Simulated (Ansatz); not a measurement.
# CH₆AlCl₂N: up Jacob's ladder to CCSD(T)

The task here is to estimate one member of a computed series from the others.

The runs use Ansatz 0.2.0, Gaussian basis; functionals in def2-TZVPP, the program's frozen cores in correlated methods.

Levels to be run: LDA (SPW92), PBE-D4, revPBE-D4, BLYP-D4, r2SCAN-D4, B97M-V, PBE0-D4, B3LYP-D4, r2SCANh-D4, r2SCAN0-D4, HSE06-D4, BHLYP-D4, CAM-B3LYP-D4, LC-ωPBE, ωB97X-V, ωB97M-V, B2PLYP, PBE-QIDH; CCSD(T)/def2-SVP; CCSD(T)/def2-TZVPP; MP2/def2-QZVPP; extrapolation to the limit; RPA on PBE.

### Structure used throughout

All runs share one geometry, relaxed beforehand with PBE0-D4 in a triple-zeta def2 set.

SMILES `[CH3][Al-]([NH3+])([Cl])[Cl]`, 11 atoms, charge 0, spin multiplicity 1.

Atoms are counted from 1 here; the program's logs count them from 0.

Bond lengths: C1–Al2 1.944 Å, C1–H6 1.094 Å, C1–H7 1.094 Å, C1–H8 1.094 Å, Al2–N3 2.023 Å, Al2–Cl4 2.137 Å, Al2–Cl5 2.137 Å, N3–H9 1.016 Å, N3–H10 1.016 Å, N3–H11 1.016 Å. Angles: Al2–C1–H6 110.4°, Al2–C1–H7 112.2°, Al2–C1–H8 112.2°, H6–C1–H7 106.8°, H6–C1–H8 106.8°, H7–C1–H8 108.1°, C1–Al2–N3 106.9°, C1–Al2–Cl4 117.8°, C1–Al2–Cl5 117.8°, N3–Al2–Cl4 97.7°, N3–Al2–Cl5 97.7°, Cl4–Al2–Cl5 114.1°, Al2–N3–H9 108.0°, Al2–N3–H10 112.3°, Al2–N3–H11 112.3°, H9–N3–H10 107.7°, H9–N3–H11 107.7°, H10–N3–H11 108.6°.

Set-up of the first run:

in.yaml

```yaml
crystal:
  periodic: [false, false, false]
  atoms:
    - {symbol: C, position_ang: [-1.573716, 0.259208, 0.571956]}
    - {symbol: Al, position_ang: [-0.005849, 0.568677, -0.535221]}
    - {symbol: N, position_ang: [1.386751, -0.787800, 0.025615]}
    - {symbol: Cl, position_ang: [-0.120786, 0.022907, -2.598021]}
    - {symbol: Cl, position_ang: [1.144830, 2.329939, -0.160915]}
    - {symbol: H, position_ang: [-2.368087, 0.966317, 0.315784]}
    - {symbol: H, position_ang: [-1.986153, -0.744951, 0.432617]}
    - {symbol: H, position_ang: [-1.360552, 0.394188, 1.636945]}
    - {symbol: H, position_ang: [2.215716, -0.639950, -0.543758]}
    - {symbol: H, position_ang: [1.657327, -0.682507, 0.998795]}
    - {symbol: H, position_ang: [1.075921, -1.743127, -0.123095]}
basis:
  gaussian: {orbitals: def2-TZVPP}
hamiltonian: {xc: lda}
output: {orbitals: {seedname: orbitals}}
```

Among the steps run: LDA; PBE-D4 (GGA); revPBE-D4 (GGA); BLYP-D4 (GGA); r2SCAN-D4 (meta-GGA); B97M-V (meta-GGA); PBE0-D4 (hybrid); B3LYP-D4 (hybrid); r2SCANh-D4 (hybrid); r2SCAN0-D4 (hybrid); HSE06-D4 (hybrid); BHLYP-D4 (hybrid); CAM-B3LYP-D4 (range-separated); LC-ωPBE-D4 (range-separated; the results give it without D4); ωB97X-V (range-separated); ωB97M-V (range-separated); B2PLYP (double hybrid); PBE-QIDH (double hybrid).

One table of the session follows, with a row left open; its other results are not shown here.

It belongs to the step «Orbital energies across the functionals». 

```
  functional  HOMO (eV)  gap (eV)
 LDA (SPW92)      -6.73      5.45
      PBE-D4      -6.60      5.43
   revPBE-D4      -6.54      5.44
     BLYP-D4      -6.46      5.25
   r2SCAN-D4      -6.90      6.45
      B97M-V      -6.98      5.99
     PBE0-D4      -7.92      7.56
    B3LYP-D4      -7.68      6.96
  r2SCANh-D4      -7.38      7.17
  r2SCAN0-D4      -8.12      8.24
    HSE06-D4      -7.51      6.79
    BHLYP-D4      -9.13      9.35
CAM-B3LYP-D4      -9.29      9.67
     LC-ωPBE          ?         ?
     ωB97X-V     -10.31     11.80
     ωB97M-V     -10.14     11.18
```

Q: Estimate the row for LC-ωPBE from the others.

The run gave: HOMO (eV): -10.68; gap (eV): 12.41. In the column «HOMO (eV)» it is the lowest.
